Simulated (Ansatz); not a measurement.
# GaAsSe3: the cost of one run

Computed with Ansatz 0.2.0 (DFT PBE, scalar-relativistic, plane waves, PAW, unless a step's input says otherwise).

### Step 1. The structure to begin with

It takes space group P-6m2 (No. 187, hexagonal). The conventional cell has a = 4.768 Å, b = 4.768 Å, c = 5.886 Å, α = 90.00°, β = 90.00°, γ = 120.00°. Ga (site symmetry -6m2) is surrounded by 9 Se at 2.75 to 3.14 Å. As (site symmetry -6m2) has 8 Se at 2.94 to 3.11 Å as nearest neighbours. Se (site symmetry 3m) has 5 Se at 2.88 to 3.14 Å and 3 As at 3.11 Å and 3 Ga at 3.14 Å as nearest neighbours. Se (site symmetry -6m2) is surrounded by 3 Ga at 2.75 Å and 2 As at 2.94 Å.

As a file:

```cif
data_structure
_symmetry_space_group_name_H-M 'P 1'
_symmetry_Int_Tables_number 1
_cell_length_a 4.7676
_cell_length_b 4.7676
_cell_length_c 5.8858
_cell_angle_alpha 90.000
_cell_angle_beta 90.000
_cell_angle_gamma 120.000
_cell_volume 115.86
loop_
_atom_site_label
_atom_site_type_symbol
_atom_site_fract_x
_atom_site_fract_y
_atom_site_fract_z
_atom_site_occupancy
Ga1 Ga 0.33333 0.66667 0.50000 1
As1 As 0.66667 0.33333 0.00000 1
Se1 Se 0.00000 0.00000 0.75525 1
Se2 Se 0.00000 0.00000 0.24475 1
Se3 Se 0.66667 0.33333 0.50000 1
```

Recipe of the guess: species swapped into a database cell of GaNi3As (P-6m2, No. 187), with Se on the Ni sites. The dimensions are guesses.

### Step 2. The guess as it stands, on a coarse mesh

input.yaml reads:

```yaml
crystal:
  lattice:
    - [4.76761252, 0.0, 0.0]
    - [-2.38380626, 4.12887356, 0.0]
    - [0.0, 0.0, 5.88583335]
  atoms:
    - { symbol: Ga, position: [0.33333333, 0.66666667, 0.5] }
    - { symbol: As, position: [0.66666667, 0.33333333, 0.0] }
    - { symbol: Se, position: [0.0, 0.0, 0.755247] }
    - { symbol: Se, position: [0.0, 0.0, 0.244753] }
    - { symbol: Se, position: [0.66666667, 0.33333333, 0.5] }
basis:
  ecutwfc: 420
kpoints:
  mp_grid: { grid: [6, 6, 4] }
hamiltonian:
  xc: pbe
scf:
  occupations: { method: gaussian, width: 0.1 }
  lower_state_search: "off"
output:
  forces: true
  stress: true
  eigenvalues: true
```

Run with:

```sh
ansatz run input.yaml --threads 1 --pin off --max-ram 2560MiB --backend cpu --events-out ev --progress --plain --runs-dir out
```

What time and memory should one allow on 1 thread of Arm Neoverse N1, shared host?

About 17 s, with a peak of 0.39 GiB.
